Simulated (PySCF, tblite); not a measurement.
**H₅N₂SSi₂ radical, a small gas-phase stand-in for a defect centre (nitride 2-ring): EPR parameters**

Wanted: the EPR parameters for `[S][SiH]1N[SiH2]N1`. It is drawn as: sulfur hole.

Programs: tblite 0.8.0 and PySCF 2.14.0. All values are calculated, for the isolated system unless a continuum is named. Atoms count from 0, parts from 1.

### Step 1. Starting point

10 atoms, charge 0, multiplicity 2; geometry: distance geometry start.

### Step 2. Geometry optimisation with GFN2-xTB

Job settings and geometry (Å):

```
{"job": {"kind": "relax", "xc": "GFN2-xTB", "basis": "xTB"}, "charge": 0, "multiplicity": 2}
N     -0.833748     0.800661    -0.358123
Si     0.155077    -0.326865     0.711993
N     -0.535100     0.530626     2.181439
Si    -1.565277     1.628302     1.106071
S     -3.636157     1.242544     1.312217
H     -0.265138     1.410995    -0.965262
H      1.555790    -0.096326     0.597040
H     -0.271089    -1.642348     0.611369
H      0.135965     1.022133     2.761534
H     -1.164810     2.977343     1.197252
```

Method: GFN2-xTB geometry optimisation, gas phase.

On the command line:

```sh
> OMP_NUM_THREADS=1 python cluster_run.py task.json out
```

One launch serves the whole session: the jobs run in the order shown.

The program printed:

```text
step      E/eV     max force
  0    -411.47186    3.049
  1    -411.72559    1.103
  2    -411.79522    0.629
  3    -411.82142    0.703
  4    -411.85592    0.418
  5    -411.87112    0.417
  6    -411.89624    0.537
  7    -411.93325    0.786
  8    -411.97398    0.943
  9    -412.01620    0.837
 10    -412.05608    0.602
 11    -412.07545    0.897
 12    -412.11513    0.949
 13    -412.15065    0.537
 14    -412.17804    0.537
 15    -412.18950    0.361
 16    -412.19675    0.602
 17    -412.20766    0.225
 18    -412.21907    0.304
 19    -412.23179    0.543
 20    -412.23694    0.155
 21    -412.23879    0.087
 22    -412.23981    0.128
 23    -412.24044    0.098
 24    -412.24161    0.090
 25    -412.24229    0.109
 26    -412.24366    0.117
 27    -412.24441    0.092
 28    -412.24485    0.071
 29    -412.24521    0.059
 30    -412.24578    0.072
 31    -412.24678    0.132
 32    -412.24836    0.172
 33    -412.24998    0.134
 34    -412.25078    0.063
 35    -412.25105    0.054
 36    -412.25123    0.053
 37    -412.25151    0.058
 38    -412.25195    0.074
 39    -412.25253    0.073
 40    -412.25309    0.060
 41    -412.25346    0.056
 42    -412.25366    0.048
 43    -412.25380    0.030
 44    -412.25390    0.022
 45    -412.25394    0.015
 46    -412.25396    0.011
 47    -412.25397    0.012
 48    -412.25398    0.012
 49    -412.25399    0.012
 50    -412.25400    0.009
 51    -412.25400    0.004
```

It took 1.5 s on 1 thread of Arm Neoverse V1, shared host.

Relaxation path:

```csv
step,energy from step 0 (eV),largest force (eV/Å)
0,0.0000,3.0482
2,-0.3234,0.6288
4,-0.3841,0.4176
6,-0.4244,0.5367
8,-0.5021,0.9425
10,-0.5842,0.6023
12,-0.6433,0.9494
14,-0.7062,0.5368
16,-0.7249,0.6016
18,-0.7472,0.3042
20,-0.7651,0.1553
22,-0.7679,0.1284
24,-0.7697,0.0895
26,-0.7718,0.1171
28,-0.7730,0.0705
30,-0.7739,0.0724
32,-0.7765,0.1722
34,-0.7789,0.0626
36,-0.7794,0.0537
38,-0.7801,0.0743
40,-0.7812,0.0602
42,-0.7818,0.0486
44,-0.7820,0.0214
46,-0.7821,0.0107
48,-0.7821,0.0121
50,-0.7821,0.0087
51,-0.7821,0.0042
```

Close pairs (by a distance rule), those that changed most:

```csv
bond,before (Å),after (Å),change (Å)
N2–Si3,1.850,1.747,-0.103
N0–Si1,1.842,1.742,-0.100
Si1–N2,1.836,1.743,-0.093
N0–Si3,1.834,1.748,-0.087
Si1–H7,1.386,1.457,+0.071
Si3–H9,1.410,1.449,+0.039
Si1–H6,1.424,1.455,+0.031
N0–H5,1.032,1.003,-0.029
```

### Step 3. Relaxing the molecule at PBE0-D3(BJ)/def2-SVP

Job settings and geometry (Å):

```
{"job": {"xc": "PBE0", "basis": "def2-SVP", "d3": "d3bj", "grid": 2, "kind": "geom", "shake": 0.01}, "charge": 0, "multiplicity": 2}
N      0.028767     0.164514    -1.144831
Si     0.918994    -0.954708    -0.204427
N      0.240718    -0.051944     1.125303
Si    -0.746112     0.992244     0.186796
S     -2.824619     0.567468     0.362679
H     -0.226989     0.192068    -2.127030
H      2.369066    -0.752359    -0.339680
H      0.480968    -2.324458    -0.301435
H      0.246309    -0.251109     2.134394
H     -0.445550     2.392702     0.309704
```

The program printed:

```text
step   0  E = -1088.86025418  max force = 0.051233
step   1  E = -1088.86965105  max force = 0.017598
step   2  E = -1088.87057336  max force = 0.008209
step   3  E = -1088.87086098  max force = 0.003646
step   4  E = -1088.87093815  max force = 0.001266
step   5  E = -1088.87096186  max force = 0.000912
step   6  E = -1088.87097651  max force = 0.000652
step   7  E = -1088.87098066  max force = 0.000362
optimisation converged
```

Wall time 1.9 min (1 thread of Arm Neoverse V1, shared host); peak memory 0.57 GiB.

The steps of the relaxation:

```csv
step,energy from step 0 (eV),largest force component (eV/Å)
0,0.0000,2.6345
1,-0.2557,0.9049
2,-0.2808,0.4221
3,-0.2886,0.1875
4,-0.2907,0.0651
5,-0.2914,0.0469
6,-0.2918,0.0335
7,-0.2919,0.0186
```

Distances of close pairs at the start and the end, largest changes first:

```csv
bond,before (Å),after (Å),change (Å)
Si3–H9,1.438,1.497,+0.059
Si1–H7,1.441,1.496,+0.055
N0–Si1,1.712,1.748,+0.037
Si1–H6,1.470,1.495,+0.025
N2–Si3,1.716,1.740,+0.024
N2–H8,1.029,1.009,-0.020
N0–Si3,1.749,1.740,-0.009
N0–H5,1.015,1.009,-0.006
```

The next job starts from the end point, and lists it.

```csv
at the end point,value
point group (found at 0.08 Å tolerance),Cs
"rotational constants (GHz, main isotopes)","6.561, 1.493, 1.401"
dipole moment (D),1.21
⟨S²⟩,0.753
```

### Step 4. EPR parameters: B3LYP/IGLO-III+pcH-1

Job settings and geometry (Å):

```
{"job": {"kind": "epr"}, "charge": 0, "multiplicity": 2}
N     -0.024668     0.127613    -1.189872
Si     0.928566    -0.943407    -0.189411
N      0.212811    -0.113445     1.172555
Si    -0.756530     0.927354     0.170775
S     -2.872974     0.813179     0.379166
H     -0.201566     0.178626    -2.181773
H      2.411210    -0.798506    -0.320173
H      0.607547    -2.400003    -0.310713
H      0.281570    -0.224211     2.172866
H     -0.546058     2.404102     0.297812
```

Level: UKS B3LYP, IGLO-III on N S Si, pcH-1 on H, non-relativistic, mean-field spin-orbit, GIAO.

The program printed:

```text
UKS, coarse grid
  cycle   1  E = -1089.80243573  |g| = 5.17e-01
  cycle   2  E = -1089.26437904  |g| = 1.06e+00
  cycle   3  E = -1089.85011068  |g| = 2.83e-01
  cycle   4  E = -1089.90110981  |g| = 9.18e-02
  cycle   5  E = -1089.90506867  |g| = 3.74e-02
  cycle   6  E = -1089.90589533  |g| = 1.21e-02
  cycle   7  E = -1089.90598600  |g| = 2.42e-03
  cycle   8  E = -1089.90599411  |g| = 8.68e-04
UKS, final grid
  cycle   1  E = -1089.90599474  |g| = 7.41e-04
  cycle   2  E = -1089.90599507  |g| = 8.40e-04
  cycle   3  E = -1089.90599549  |g| = 2.30e-04
  cycle   4  E = -1089.90599557  |g| = 1.45e-04
  cycle   5  E = -1089.90599565  |g| = 5.35e-05
  cycle   6  E = -1089.90599566  |g| = 2.98e-05
E = -1089.90599566 Eh   <S^2> = 0.7533 (exact 0.7500)
g shifts (ppm)      1          2          3
  rmc          -212       -212       -212
  gc            -19         46         46
  oz_so         155      29287     242134
  total         -72      29121     241973
hyperfine (MHz)  atom isotope    a_iso     a_fc   dipolar eigenvalues
    0   14N       1.05       1.05     -0.56     -0.54      1.10
    1  29Si       1.23       1.23     -0.58      0.13      0.45
    2   14N       1.18       1.18     -0.58     -0.57      1.15
    3  29Si      24.62      24.62     -0.86      0.15      0.72
    4   33S      15.35      15.35    -84.59    -83.52    168.12
    5    1H      -0.58      -0.58     -1.67     -1.09      2.76
    6    1H       3.36       3.36     -0.54     -0.40      0.94
    7    1H      -0.16      -0.16     -0.80     -0.67      1.48
    8    1H      -0.61      -0.61     -1.67     -1.08      2.76
    9    1H      63.55      63.55     -3.94     -0.49      4.44
```

Run time: 51 s. Hardware: 1 thread of Arm Neoverse V1, shared host; peak memory 0.87 GiB.

Principal g values 2.00225, 2.03144, 2.24429; g(iso) = 2.09266, against 2.00232 for a free electron. They are not to be trusted: the run shows nearly degenerate orbitals, where second-order g theory doesn't apply.

Mean a(iso) over the nuclei that a row names, and the largest dipolar term of the row (other rows stand at the frozen geometry):

```csv
nuclei,isotope,a(iso) (MHz),"a(iso) (G, at g = 2.0023)",largest dipolar term (MHz)
H9,1H,63.6,22.7,4.4
Si3,29Si,24.6,8.8,-0.9
S4,33S,15.4,5.5,168.1
H6,1H,3.4,1.2,0.9
Si1,29Si,1.2,0.4,-0.6
"N0, N2",14N,1.1,0.4,1.1
"H5, H8",1H,-0.6,-0.2,2.8
H7,1H,-0.2,-0.1,1.5
```

Mulliken spin populations:

```csv
atom,value (e)
N0,0.01
Si1,0.00
N2,0.01
Si3,-0.03
S4,0.98
H5,0.00
H6,0.00
H7,0.00
H8,0.00
H9,0.03
```

### Step 5. g tensor and hyperfine couplings: BHandHLYP/IGLO-III+pcH-1

Settings changed since step 4:

```diff
@@ -1,2 +1,2 @@
-{"job": {"kind": "epr"}, "charge": 0, "multiplicity": 2}
+{"job": {"kind": "epr", "xc": "BHandHLYP"}, "charge": 0, "multiplicity": 2}
 N     -0.024668     0.127613    -1.189872
```

Method: UKS BHandHLYP, IGLO-III on N S Si, pcH-1 on H, non-relativistic, mean-field spin-orbit, GIAO.

The program printed:

```text
UKS, coarse grid
  cycle   1  E = -1089.70052913  |g| = 4.06e-01
  cycle   2  E = -1089.71282357  |g| = 4.08e-01
  cycle   3  E = -1089.78026923  |g| = 4.98e-02
  cycle   4  E = -1089.78218100  |g| = 2.09e-02
  cycle   5  E = -1089.78265758  |g| = 8.03e-03
  cycle   6  E = -1089.78283808  |g| = 4.27e-03
  cycle   7  E = -1089.78293745  |g| = 2.56e-03
  cycle   8  E = -1089.78297689  |g| = 1.26e-03
  cycle   9  E = -1089.78298660  |g| = 4.01e-04
UKS, final grid
  cycle   1  E = -1089.78298848  |g| = 2.59e-04
  cycle   2  E = -1089.78298866  |g| = 2.01e-04
  cycle   3  E = -1089.78298874  |g| = 1.37e-04
  cycle   4  E = -1089.78298886  |g| = 8.62e-05
  cycle   5  E = -1089.78298890  |g| = 5.30e-05
  cycle   6  E = -1089.78298894  |g| = 4.47e-05
  cycle   7  E = -1089.78298896  |g| = 4.08e-05
  cycle   8  E = -1089.78298900  |g| = 3.64e-05
  cycle   9  E = -1089.78298907  |g| = 2.53e-05
  cycle  10  E = -1089.78298910  |g| = 1.23e-05
  cycle  11  E = -1089.78298911  |g| = 5.03e-06
E = -1089.78298911 Eh   <S^2> = 0.7550 (exact 0.7500)
g shifts (ppm)      1          2          3
  rmc          -213       -213       -213
  gc            -21         47         47
  oz_so         131      27301     293509
  total         -99      27134     293347
hyperfine (MHz)  atom isotope    a_iso     a_fc   dipolar eigenvalues
    0   14N       1.04       1.04     -0.42     -0.40      0.82
    1  29Si       1.16       1.16     -0.47      0.09      0.38
    2   14N       1.18       1.18     -0.44     -0.42      0.86
    3  29Si      26.12      26.12     -0.40     -0.31      0.71
    4   33S      24.65      24.65    -85.86    -84.16    170.02
    5    1H      -0.49      -0.49     -1.53     -1.20      2.74
    6    1H       1.43       1.43     -0.51     -0.41      0.92
    7    1H      -0.07      -0.07     -0.79     -0.70      1.50
    8    1H      -0.53      -0.53     -1.53     -1.19      2.72
    9    1H      53.09      53.09     -3.85     -0.97      4.82
```

It took 60 s on 1 thread of Arm Neoverse V1, shared host; peak memory 0.88 GiB.

In short: g(iso) 2.10911, not to be trusted: the run shows nearly degenerate orbitals, where second-order g theory doesn't apply.

### Step 6. Comparing the runs: EPR parameters

g, ⟨S²⟩ and isotropic hyperfine couplings (MHz), with basis size and wall time; * marks a run flagged for spin contamination, instability or a large g shift:

```csv
run,g(iso),⟨S²⟩,1H H9,29Si Si3,33S S4,1H H6,29Si Si1,functions,time
B3LYP/IGLO-III+pcH-1*,2.09266,0.753,63.6,24.6,15.4,3.4,1.2,252,51 s
BHandHLYP/IGLO-III+pcH-1*,2.10911,0.755,53.1,26.1,24.7,1.4,1.2,252,60 s
```

### Step 7. What came out

| quantity | value |
| --- | --- |
| point group | Cs |
| rotational constants (main isotopes) | 6.56, 1.49, 1.40 GHz |
| g(iso) (B3LYP) | 2.09266 |
| ⟨S²⟩ | 0.753 (exact 0.75) |
| largest a(iso) (averaged by class) | 1H on H9, 63.6 MHz |

**Reading.** The start of the PBE0/def2-SVP relaxation was shaken at random by about 0.01 Å, so part of the energy gained, and of the first lengths quoted, undoes that. Relaxing lowered the energy by 0.292 eV in 7 steps; the close pair that moved most is Si3–H9, from 1.438 to 1.497 Å (PBE0/def2-SVP). Most of the unpaired spin sits on S4 (0.98 e). The isotropic g lies 90.3 ppt above the free-electron value. These values are not to be trusted: the run shows nearly degenerate orbitals, where second-order g theory doesn't apply.
